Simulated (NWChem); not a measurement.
**UBP86/6-31G run of CHFNSi (SMILES N#C[SiH]F)**

We compute a geometry optimisation of CHFNSi. 

The calculation is run with NWChem 7.3.0.

3 further runs of the same task are left out: 3 set aside as unsound or not needed.

## Step 1: The molecule

The species is CHFNSi (5 atoms), meant as a doublet with charge 0. As SMILES, `N#C[SiH]F`. Geometry: relaxed at PBE0-D4/def2-TZVP. The run starts from this shape.

Bond lengths: N1–C2 1.154 Å, C2–Si3 1.837 Å, Si3–F4 1.591 Å, Si3–H5 1.482 Å. Angles: N1–C2–Si3 173.9°, C2–Si3–F4 108.1°, C2–Si3–H5 109.3°, F4–Si3–H5 109.8°.

## Step 2: A structure relaxation at UBP86/6-31G

chfnsi.nw

```
start chfnsi
memory stack 880 mb heap 220 mb global 1100 mb
charge 0
geometry
   N     1.347400   -1.164000    1.391300
   C     0.713800   -0.590000    0.616200
   Si   -0.146100    0.297600   -0.743500
   F    -1.590300   -0.347100   -0.917700
   H    -0.274900    1.730000   -0.387600
end
basis spherical bse
   * library 6-31G
end
dft
   xc becke88 perdew86
   mult 2
   grid fine
   convergence energy 1e-08
   iterations 100
   mulliken
   print low
end
driver
   tight
   maxiter 40
end
task dft optimize
```

Started as:

```sh
nwchem chfnsi.nw > chfnsi.out
```

Log:

```text
Northwest Computational Chemistry Package (NWChem) 7.3.0
             --------------------------------------------------------

           Job information
           ---------------

    nwchem branch   = 7.3.0
    use scalapack   = T
    input           = chfnsi.nw
    prefix          = chfnsi.
    data base       = ./chfnsi.db
    status          = startup
    nproc           =        1

           Memory information
           ------------------

    heap     =     28835834 doubles =      220.0 Mbytes
    stack    =    115343359 doubles =      880.0 Mbytes
    global   =    144179200 doubles =     1100.0 Mbytes (distinct from heap & stack)
    total    =    288358393 doubles =     2200.0 Mbytes
    verify   = yes
    hardfail = no

           Directory information
           ---------------------

  0 permanent = .
  0 scratch   = .

                                NWChem Input Module
                                -------------------

 Scaling coordinates for geometry "geometry" by  1.889725989
 (inverse scale =  0.529177249)

 C1  symmetry detected

          ------
          auto-z
          ------
  no constraints, skipping    0.0000000000000000
  no constraints, skipping    0.0000000000000000

                             Geometry "geometry" -> ""
                             -------------------------

 Output coordinates in angstroms (scale by  1.889725989 to convert to a.u.)

  No.       Tag          Charge          X              Y              Z
 ---- ---------------- ---------- -------------- -------------- --------------
    1 N                    7.0000    -0.33267873    -2.27087074    -0.01203912
    2 C                    6.0000    -0.03329148    -1.15693026     0.02272942
    3 Si                  14.0000     0.54398671     0.58393877    -0.08759174
    4 F                    9.0000    -0.72875489     1.53323829     0.01563918
    5 H                    1.0000     1.47148004     0.86338930     1.03342902

      Atomic Mass
      -----------

      N                 14.003070
      C                 12.000000
      Si                27.976930
      F                 18.998400
      H                  1.007825

 Effective nuclear repulsion energy (a.u.)     130.7648107228

            Nuclear Dipole moment (a.u.)
            ----------------------------
        X                 Y               Z
 ---------------- ---------------- ----------------
     0.0000000000    -0.0000000000     0.0000000000

                                Z-matrix (autoz)
                                --------

 Units are Angstrom for bonds and degrees for angles

      Type          Name      I     J     K     L     M      Value
      ----------- --------  ----- ----- ----- ----- ----- ----------
    1 Stretch                  1     2                       1.15400
    2 Stretch                  2     3                       1.83740
    3 Stretch                  3     4                       1.59113
    4 Stretch                  3     5                       1.48156
    5 Bend                     1     2     3               173.86729
    6 Bend                     2     3     4               108.06319
    7 Bend                     2     3     5               109.26660
    8 Bend                     4     3     5               109.82394
    9 Torsion                  1     2     3     4         127.65867
   10 Torsion                  1     2     3     5        -112.87751

            XYZ format geometry
            -------------------
     5
 geometry
 N                    -0.33267873    -2.27087074    -0.01203912
 C                    -0.03329148    -1.15693026     0.02272942
 Si                    0.54398671     0.58393877    -0.08759174
 F                    -0.72875489     1.53323829     0.01563918
 H                     1.47148004     0.86338930     1.03342902

 ==============================================================================
                                internuclear distances
 ------------------------------------------------------------------------------
       center one      |      center two      | atomic units |  angstroms
 ------------------------------------------------------------------------------
    2 C                |   1 N                |     2.18073  |     1.15400
    3 Si               |   2 C                |     3.47219  |     1.83740
    4 F                |   3 Si               |     3.00680  |     1.59113
    5 H                |   3 Si               |     2.79974  |     1.48156
 ------------------------------------------------------------------------------
                         number of included internuclear distances:          4
 ==============================================================================

 ==============================================================================
                                 internuclear angles
 ------------------------------------------------------------------------------
        center 1       |       center 2       |       center 3       |  degrees
 ------------------------------------------------------------------------------
    1 N                |   2 C                |   3 Si               |   173.87
    2 C                |   3 Si               |   4 F                |   108.06
    2 C                |   3 Si               |   5 H                |   109.27
    4 F                |   3 Si               |   5 H                |   109.82
 ------------------------------------------------------------------------------
                            number of included internuclear angles:          4
 ==============================================================================

[... 126 lines left out ...]
   convergence    iter        energy       DeltaE   RMS-Dens  Diis-err    time
[... 15 lines left out ...]
           Coulomb energy =      355.753510852877
[... 72 lines left out ...]
@ ---- ---------------- -------- -------- -------- -------- -------- --------
[... 67 lines left out ...]
         Total DFT energy =     -482.699610265745
[... 2 lines left out ...]
    Exchange-Corr. energy =      -43.961267782029
[... 61 lines left out ...]
 new step= 0.83                   predicted energy=   -482.700080
[... 86 lines left out ...]
         Total DFT energy =     -482.699823898617
[... 2 lines left out ...]
    Exchange-Corr. energy =      -43.978532739269
[... 131 lines left out ...]
   convergence    iter        energy       DeltaE   RMS-Dens  Diis-err    time
[... 9 lines left out ...]
           Coulomb energy =      350.795795955144
[... 61 lines left out ...]
     step= 1.00 grad=-3.6D-03 hess= 1.7D-03 energy=   -482.701730 mode=accept
[... 47 lines left out ...]
  The DFT is already converged
[... 75 lines left out ...]
   convergence    iter        energy       DeltaE   RMS-Dens  Diis-err    time
[... 9 lines left out ...]
           Coulomb energy =      350.560250582260
[... 61 lines left out ...]
     step= 1.00 grad=-1.2D-04 hess= 3.8D-05 energy=   -482.701809 mode=downhill
[... 79 lines left out ...]
   convergence    iter        energy       DeltaE   RMS-Dens  Diis-err    time
[... 9 lines left out ...]
           Coulomb energy =      350.434212470940
[... 73 lines left out ...]
@    3    -482.70182017 -9.0D-05  0.00136  0.00057  0.00913  0.02160     30.5
[... 63 lines left out ...]
      One electron energy =     -914.446568059943
[... 2 lines left out ...]
 Nuclear repulsion energy =      125.275888936647
[... 98 lines left out ...]
            Nuclear Dipole moment (a.u.)
[... 49 lines left out ...]
      One electron energy =     -914.459633700057
[... 2 lines left out ...]
 Nuclear repulsion energy =      125.283089214160
[... 133 lines left out ...]
         Total DFT energy =     -482.701830541979
[... 2 lines left out ...]
    Exchange-Corr. energy =      -43.969635260359
[... 61 lines left out ...]
 new step= 1.00                   predicted energy=   -482.701831
[... 43 lines left out ...]
         Total DFT energy =   -482.701830541979
[... 77 lines left out ...]
         Total DFT energy =     -482.701831086288
[... 2 lines left out ...]
    Exchange-Corr. energy =      -43.969667377825
[... 61 lines left out ...]
 new step= 1.00                   predicted energy=   -482.701831
[... 44 lines left out ...]
         Total DFT energy =   -482.701831086288
[... 77 lines left out ...]
         Total DFT energy =     -482.701831253628
[... 2 lines left out ...]
    Exchange-Corr. energy =      -43.969730739723
[... 61 lines left out ...]
 new step= 1.00                   predicted energy=   -482.701831
[... 44 lines left out ...]
         Total DFT energy =   -482.701831253628
[... 76 lines left out ...]
         Total DFT energy =     -482.701831352095
[... 2 lines left out ...]
    Exchange-Corr. energy =      -43.969621716385
[... 61 lines left out ...]
 new step= 1.00                   predicted energy=   -482.701831
[... 43 lines left out ...]
         Total DFT energy =   -482.701831352095
[... 76 lines left out ...]
         Total DFT energy =     -482.701831363179
[... 2 lines left out ...]
    Exchange-Corr. energy =      -43.969651061240
[... 61 lines left out ...]
 new step= 1.00                   predicted energy=   -482.701831
[... 43 lines left out ...]
         Total DFT energy =   -482.701831363179
[... 76 lines left out ...]
         Total DFT energy =     -482.701831364380
[... 2 lines left out ...]
    Exchange-Corr. energy =      -43.969652785632
[... 61 lines left out ...]
 new step= 1.00                   predicted energy=   -482.701831
[... 43 lines left out ...]
         Total DFT energy =   -482.701831364380
[... 76 lines left out ...]
         Total DFT energy =     -482.701831356535
[... 2 lines left out ...]
    Exchange-Corr. energy =      -43.969628969440
[... 61 lines left out ...]
 new step= 1.00                   predicted energy=   -482.701831
[... 21 lines left out ...]
      Atomic Mass
      -----------

      N                 14.003070
      C                 12.000000
      Si                27.976930
      F                 18.998400
      H                  1.007825

 Effective nuclear repulsion energy (a.u.)     125.2775365241

            Nuclear Dipole moment (a.u.)
            ----------------------------
        X                 Y               Z
 ---------------- ---------------- ----------------
    -0.3649182071     0.5172333562    -0.5017402458

                                 NWChem DFT Module
                                 -----------------

  The DFT is already converged

         Total DFT energy =   -482.701831356535

                         DFT ENERGY GRADIENTS

    atom               coordinates                        gradient
                 x          y          z           x          y          z
   1 N      -0.647538  -4.399217  -0.006813    0.000001  -0.000003   0.000001
   2 C      -0.037129  -2.233460   0.021770   -0.000002   0.000004  -0.000000
   3 Si      1.078772   1.112204  -0.191310    0.000001   0.000002   0.000001
   4 F      -1.507253   3.058292   0.010023    0.000001  -0.000001   0.000000
   5 H       2.853098   1.617031   2.003458   -0.000002  -0.000002  -0.000001

  no constraints, skipping    0.0000000000000000

  ---- ---------------- -------- -------- -------- -------- -------- --------
@   11    -482.70183136  7.8D-09  0.00000  0.00000  0.00002  0.00005     64.4
                                     ok       ok       ok       ok

                                Z-matrix (autoz)
                                --------

 Units are Angstrom for bonds and degrees for angles

      Type          Name      I     J     K     L     M      Value     Gradient
      ----------- --------  ----- ----- ----- ----- ----- ---------- ----------
    1 Stretch                  1     2                       1.19082    0.00000
    2 Stretch                  2     3                       1.86973    0.00000
    3 Stretch                  3     4                       1.71598   -0.00000
[... 6 lines of this table left out ...]
   10 Torsion                  1     2     3     5        -113.02745   -0.00000

      ----------------------
      Optimization converged
      ----------------------

  ---- ---------------- -------- -------- -------- -------- -------- --------
@   11    -482.70183136  7.8D-09  0.00000  0.00000  0.00002  0.00005     64.4
                                     ok       ok       ok       ok

                                Z-matrix (autoz)
                                --------

 Units are Angstrom for bonds and degrees for angles

      Type          Name      I     J     K     L     M      Value     Gradient
      ----------- --------  ----- ----- ----- ----- ----- ---------- ----------
    1 Stretch                  1     2                       1.19082    0.00000
    2 Stretch                  2     3                       1.86973    0.00000
    3 Stretch                  3     4                       1.71598   -0.00000
[... 6 lines of this table left out ...]
   10 Torsion                  1     2     3     5        -113.02745   -0.00000

                         Geometry "geometry" -> "geometry"
                         ---------------------------------

 Output coordinates in angstroms (scale by  1.889725989 to convert to a.u.)

  No.       Tag          Charge          X              Y              Z
 ---- ---------------- ---------- -------------- -------------- --------------
    1 N                    7.0000    -0.34266252    -2.32796556    -0.00360511
    2 C                    6.0000    -0.01964767    -1.18189648     0.01152014
    3 Si                  14.0000     0.57086142     0.58855319    -0.10123691
    4 F                    9.0000    -0.79760414     1.61837839     0.00530419
    5 H                    1.0000     1.50979456     0.85569583     1.06018445

      Atomic Mass
      -----------

      N                 14.003070
      C                 12.000000
      Si                27.976930
      F                 18.998400
      H                  1.007825

 Effective nuclear repulsion energy (a.u.)     125.2775365241

            Nuclear Dipole moment (a.u.)
            ----------------------------
        X                 Y               Z
 ---------------- ---------------- ----------------
    -0.3649182071     0.5172333562    -0.5017402458

                Final and change from initial internal coordinates
                --------------------------------------------------

                                Z-matrix (autoz)
                                --------

 Units are Angstrom for bonds and degrees for angles

      Type          Name      I     J     K     L     M      Value       Change
      ----------- --------  ----- ----- ----- ----- ----- ---------- ----------
    1 Stretch                  1     2                       1.19082    0.03682
    2 Stretch                  2     3                       1.86973    0.03233
    3 Stretch                  3     4                       1.71598    0.12485
[... 6 lines of this table left out ...]
   10 Torsion                  1     2     3     5        -113.02745   -0.14994

 ==============================================================================
                                internuclear distances
 ------------------------------------------------------------------------------
       center one      |      center two      | atomic units |  angstroms
 ------------------------------------------------------------------------------
    2 C                |   1 N                |     2.25032  |     1.19082
    3 Si               |   2 C                |     3.53329  |     1.86973
    4 F                |   3 Si               |     3.24273  |     1.71598
    5 H                |   3 Si               |     2.86707  |     1.51719
 ------------------------------------------------------------------------------
                         number of included internuclear distances:          4
 ==============================================================================

 ==============================================================================
                                 internuclear angles
 ------------------------------------------------------------------------------
        center 1       |       center 2       |       center 3       |  degrees
 ------------------------------------------------------------------------------
    1 N                |   2 C                |   3 Si               |   175.02
    2 C                |   3 Si               |   4 F                |   108.22
    2 C                |   3 Si               |   5 H                |   108.42
    4 F                |   3 Si               |   5 H                |   109.90
 ------------------------------------------------------------------------------
                            number of included internuclear angles:          4
 ==============================================================================

 Task  times  cpu:       64.3s     wall:       64.3s
 Total times  cpu:       64.4s     wall:       64.4s
```

It took 65 s on 1 thread of Intel Xeon Platinum 8488C (Sapphire Rapids), shared host; peak memory 0.12 GiB.

Step by step:

```
step  energy from the first frame kept (eV)
   0                                 0.0000
   1                                -0.2888
   2                                -0.3407
   3                                -0.3431
   4                                -0.3434
   5                                -0.3434
   6                                -0.3434
   7                                -0.3434
   8                                -0.3434
   9                                -0.3434
  10                                -0.3434
  11                                -0.3434
```

After the run. Bond lengths: N1–C2 1.191 Å, C2–Si3 1.870 Å, Si3–F4 1.716 Å, Si3–H5 1.517 Å. Angles: N1–C2–Si3 175.0°, C2–Si3–F4 108.2°, C2–Si3–H5 108.4°, F4–Si3–H5 109.9°.

## Step 3: Outcome

At UBP86/6-31G:

```
               quantity          value
total energy at the end  -482.70183 Eh
                   ⟨S²⟩          0.751
```

At the final geometry: Bond lengths: N1–C2 1.191 Å, C2–Si3 1.870 Å, Si3–F4 1.716 Å, Si3–H5 1.517 Å. Angles: N1–C2–Si3 175.0°, C2–Si3–F4 108.2°, C2–Si3–H5 108.4°, F4–Si3–H5 109.9°. The optimisation took 12 steps and changed the energy by -0.343 eV.
